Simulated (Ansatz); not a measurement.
# CHBFN: one species, many methods

Aim: compute CHBFN with functionals from several rungs and with coupled cluster, and see how far each lands from CCSD(T) at the basis-set limit for the atomisation energy.

Computed with Ansatz 0.2.0, Gaussian basis. Level: functionals in def2-TZVPP, the program's frozen cores in correlated methods.

Levels to be run: LDA (SPW92), PBE-D4, revPBE-D4, BLYP-D4, r2SCAN-D4, B97M-V, PBE0-D4, B3LYP-D4, r2SCANh-D4, r2SCAN0-D4, HSE06-D4, BHLYP-D4, CAM-B3LYP-D4, LC-ωPBE, ωB97X-V, ωB97M-V, B2PLYP, PBE-QIDH; CCSD(T)/def2-SVP; CCSD(T)/def2-TZVPP; CCSD(T)/def2-QZVPP; extrapolation to the limit; RPA on PBE.

## (1) The geometry

An earlier PBE0-D4 in a triple-zeta def2 set relaxation fixed the geometry.

SMILES `N#CBF`, 5 atoms, charge 0, spin multiplicity 1.

Atoms are counted from 1 here; the program's logs count them from 0.

Bond lengths: N1–C2 1.151 Å, C2–B3 1.544 Å, B3–F4 1.309 Å, B3–H5 1.190 Å. Angles: N1–C2–B3 177.2°, C2–B3–F4 118.4°, C2–B3–H5 121.3°, F4–B3–H5 120.4°.

As a file:

```
N     0.6990   -1.3054    1.4920
C     0.3079   -0.6070    0.6645
B    -0.1598    0.3769   -0.4298
F    -1.2235    0.0705   -1.1283
H     0.4263    1.3913   -0.6398
```

## (2) LDA

This LDA is Slater exchange with PW92 correlation.

in.yaml reads:

```yaml
crystal:
  periodic: [false, false, false]
  atoms:
    - {symbol: N, position_ang: [0.699021, -1.305439, 1.492003]}
    - {symbol: C, position_ang: [0.307902, -0.606960, 0.664453]}
    - {symbol: B, position_ang: [-0.159847, 0.376936, -0.429785]}
    - {symbol: F, position_ang: [-1.223530, 0.070495, -1.128270]}
    - {symbol: H, position_ang: [0.426254, 1.391269, -0.639801]}
basis:
  gaussian: {orbitals: def2-TZVPP}
hamiltonian: {xc: lda}
output: {orbitals: {seedname: orbitals}}
```

Run with:

```sh
$ ansatz run in.yaml --threads 2 --pin off --events-out ev --progress --plain --max-ram 32768MiB --backend cpu
```

After this run come: PBE-D4 (GGA); revPBE-D4 (GGA); BLYP-D4 (GGA); r2SCAN-D4 (meta-GGA); B97M-V (meta-GGA); B3LYP-D4 (hybrid); r2SCANh-D4 (hybrid); r2SCAN0-D4 (hybrid); HSE06-D4 (hybrid); BHLYP-D4 (hybrid); CAM-B3LYP-D4 (range-separated); LC-ωPBE (range-separated); ωB97X-V (range-separated); ωB97M-V (range-separated); B2PLYP (double hybrid); PBE-QIDH (double hybrid); CCSD(T) in def2-SVP; CCSD(T) in def2-TZVPP; CCSD(T) in def2-QZVPP; RPA on PBE orbitals.

Before running them: what should the planned runs give, taken together? Wanted: atomisation energy, CCSD(T)/CBS; farthest beyond LDA; mean size of error, GGA; mean size of error, meta-GGA; mean size of error, hybrid; mean size of error, range-separated; mean size of error, double hybrid; gap, smallest and largest; T1 diagnostic.

The runs gave:

| quantity | value |
| --- | --- |
| atomisation energy, CCSD(T)/CBS | 23.854 eV |
| functionals within 0.119 eV (0.5 %) | PBE-QIDH |
| farthest beyond LDA | PBE-D4 (+1.154 eV) |
| mean size of error, GGA | 0.703 eV |
| mean size of error, meta-GGA | 0.157 eV |
| mean size of error, hybrid | 0.403 eV |
| mean size of error, range-separated | 0.222 eV |
| mean size of error, double hybrid | 0.100 eV |
| gap, smallest and largest | 4.88 eV (LDA (SPW92)), 12.89 eV (LC-ωPBE) |
| T1 diagnostic | 0.0148 |
| triples share of the correlation energy | 4.1 % |

**Reading.** LDA overbinds by 3.963 eV (17 %). PBE-D4 is off by +1.154 eV. Double hybrids carry the basis error of their MP2 part in triple zeta, and no dispersion term here, so their miss is partly the set-up's. By mean error the best rung here is double hybrid (0.100 eV) and the worst beyond LDA is GGA (0.703 eV). The gap between the best rungs is small, so their order is not settled. The reference freezes the cores and leaves out relativity and excitations past (T), so misses under about 0.119 eV can't be ranked. Hartree-Fock recovers 71 % of the binding; the rest is correlation. CCSD(T) in def2-SVP is off by -1.013 eV, worse than the median functional, from the basis alone. The gap grows from 4.9 to 12.9 eV across the functionals, mostly with the share of exact exchange.
